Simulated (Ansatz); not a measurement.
# CH6GaNS: how energies converge with the basis set

An exercise on one series of results from a longer session: the logs are not shown, and one member is left open.

The runs use Ansatz 0.2.0, Gaussian basis; one geometry, several basis sets.

The runs, in order: PBE0-D4/def2-SVP; ωB97M-V/def2-SVP; PBE0-D4/def2-QZVPP; ωB97M-V/def2-QZVPP; the functionals' def2-TZVPP values are taken from earlier runs.

## The relaxed structure

The geometry comes from an earlier relaxation with PBE0-D4 in a triple-zeta def2 set; it is a stationary point, not always the lowest conformer.

SMILES `[CH3][Ga]([NH2])[SH]`, 10 atoms, charge 0, spin multiplicity 1.

Atoms are counted from 1 here; the program's logs count them from 0.

Bond lengths: C1–Ga2 1.955 Å, C1–H5 1.090 Å, C1–H6 1.092 Å, C1–H7 1.092 Å, Ga2–N3 1.815 Å, Ga2–S4 2.213 Å, N3–H8 1.005 Å, N3–H9 1.005 Å, S4–H10 1.343 Å. Angles: Ga2–C1–H5 111.0°, Ga2–C1–H6 110.3°, Ga2–C1–H7 110.3°, H5–C1–H6 108.6°, H5–C1–H7 108.6°, H6–C1–H7 107.9°, C1–Ga2–N3 122.9°, C1–Ga2–S4 120.7°, N3–Ga2–S4 116.4°, Ga2–N3–H8 124.5°, Ga2–N3–H9 123.5°, H8–N3–H9 112.0°, Ga2–S4–H10 94.9°.

Set-up of the first run:

Input file in.yaml:

```yaml
crystal:
  periodic: [false, false, false]
  atoms:
    - {symbol: C, position_ang: [-0.970090, 1.359431, 0.603081]}
    - {symbol: Ga, position_ang: [-0.016845, -0.096956, -0.286509]}
    - {symbol: N, position_ang: [1.198169, -1.142935, 0.564058]}
    - {symbol: S, position_ang: [-0.383147, -0.549103, -2.421863]}
    - {symbol: H, position_ang: [-1.644554, 1.864894, -0.088082]}
    - {symbol: H, position_ang: [-1.554969, 0.973049, 1.440329]}
    - {symbol: H, position_ang: [-0.262002, 2.091159, 0.997243]}
    - {symbol: H, position_ang: [1.702048, -1.897523, 0.132064]}
    - {symbol: H, position_ang: [1.444474, -1.031246, 1.532401]}
    - {symbol: H, position_ang: [0.486916, -1.570770, -2.472712]}
basis:
  gaussian: {orbitals: def2-SVP}
hamiltonian: {xc: pbe0, dispersion: d4}
output: {orbitals: {seedname: orbitals}}
```

Started as:

```bash
$ ansatz run in.yaml --threads 2 --pin off --events-out ev --progress --plain --max-ram 22528MiB --backend cpu
```

Steps of the session up to this table: PBE0-D4 in def2-SVP; ωB97M-V in def2-SVP; PBE0-D4 in def2-QZVPP; ωB97M-V in def2-QZVPP.

One table of the session follows, with a row left open; its other results are not shown here.

It belongs to the step «Density functionals: the series». 

```
functional       basis  HOMO (eV)  LUMO (eV)
   PBE0-D4    def2-SVP      -6.80       0.26
   PBE0-D4  def2-TZVPP      -7.01       0.04
   PBE0-D4  def2-QZVPP      -7.06      -0.15
   ωB97M-V    def2-SVP          ?          ?
   ωB97M-V  def2-TZVPP      -9.26       1.71
   ωB97M-V  def2-QZVPP      -9.31       1.13
```

**Question.** Estimate the row for ωB97M-V, def2-SVP.

The run gave: HOMO (eV): -9.02; LUMO (eV): 2.02. In the column «HOMO (eV)» it lies between ωB97M-V, def2-TZVPP (-9.26) and PBE0-D4, def2-QZVPP (-7.06).
